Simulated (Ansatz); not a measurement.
# HfN (rocksalt type): how the settings move a single-point run

Aim: see which settings change the result for HfN (rocksalt type), by how much, and at what cost.

Computed with Ansatz 0.2.0 (reference: DFT, PBE, PAW with Ansatz's default frozen-core files, scalar-relativistic, unless a step's input says otherwise).

### 1 The system as given

Symmetry: Fm-3m, No. 225, cubic system. The conventional cell has a = 4.548 Å, b = 4.548 Å, c = 4.548 Å, α = 90.00°, β = 90.00°, γ = 90.00°. Around Hf (site symmetry m-3m) lie 6 N at 2.27 Å. N (site symmetry m-3m) has 6 Hf at 2.27 Å as nearest neighbours.

Coordinates:

```
CELL_PARAMETERS angstrom
2.27404 2.27404 0.00000
-2.27404 2.27404 0.00000
0.00000 0.00000 4.54808
ATOMIC_POSITIONS crystal
Hf 0.00000 0.00000 0.00000
Hf 0.50000 0.50000 0.50000
N 0.50000 0.50000 0.00000
N 0.00000 0.00000 0.50000
```

### 2 Reference

Contents of input.yaml:

```yaml
crystal:
  lattice:
    - [2.2740417056, 2.2740417056, 0.0]
    - [-2.2740417056, 2.2740417056, 0.0]
    - [0.0, 0.0, 4.5480834112]
  atoms:
    - { symbol: Hf, position: [0.0, 0.0, 0.0] }
    - { symbol: Hf, position: [0.5, 0.5, 0.5] }
    - { symbol: "N", position: [0.5, 0.5, 0.0] }
    - { symbol: "N", position: [0.0, 0.0, 0.5] }
kpoints:
  mp_grid: { grid: [11, 11, 8] }
scf:
  occupations: { method: fermi_dirac, width: 0.08 }
hamiltonian:
  xc: pbe
  pseudopotentials: { kind: paw }
output:
  forces: true
  stress: true
  eigenvalues: true
  write_density: true
  write_potential: true
  elf: true
  volumetric_format: npy
```

Launch:

```
> ansatz run input.yaml --threads 3 --pin off --max-ram 8192MiB --backend cpu --events-out ev --progress --plain --runs-dir out
```

### 3 Variant: xc rpbe

input.yaml: that of step 2 with these lines changed.

```diff
@@ -15,3 +15,3 @@
 hamiltonian:
-  xc: pbe
+  xc: rpbe
   pseudopotentials: { kind: paw }
@@ -21,5 +21 @@
   eigenvalues: true
-  write_density: true
-  write_potential: true
-  elf: true
-  volumetric_format: npy
```

What does the calculation give? Wanted: for each run, ending; energy change; pressure; gap; force.

The runs gave:

```tsv
run	ending	energy change	pressure (GPa)	gap (eV)	force (eV/Å)	cycles	time
reference	converged	-	0.0	0.00	0.00	7	4.4 s
1: xc rpbe	converged	not comparable	4.6	0.00	0.00	8	3 s
```

Times don't compare one to one where runs were asked for different outputs or read a saved state (see the inputs); cycles may leave out searches for a lower state.

Residual by cycle in the longest SCF loop of each run; runs are numbered as in the table. The quantity is the density residual dr2, in eV.

```tsv
cycle	reference	run 1
1	0.0208	0.0213
2	0.00101	0.00215
3	1.9e-4	3.5e-4
4	1.9e-5	3.7e-5
5	9.4e-7	1.7e-6
6	7.1e-8	1.3e-7
7	4.6e-9	2.0e-8
8	-	8.8e-10
```

After a change of functional the difference of the totals has no physical meaning; the pressure goes from 0.0 to 4.6 GPa. At this fixed cell a higher pressure means that this functional prefers a larger volume than the reference.
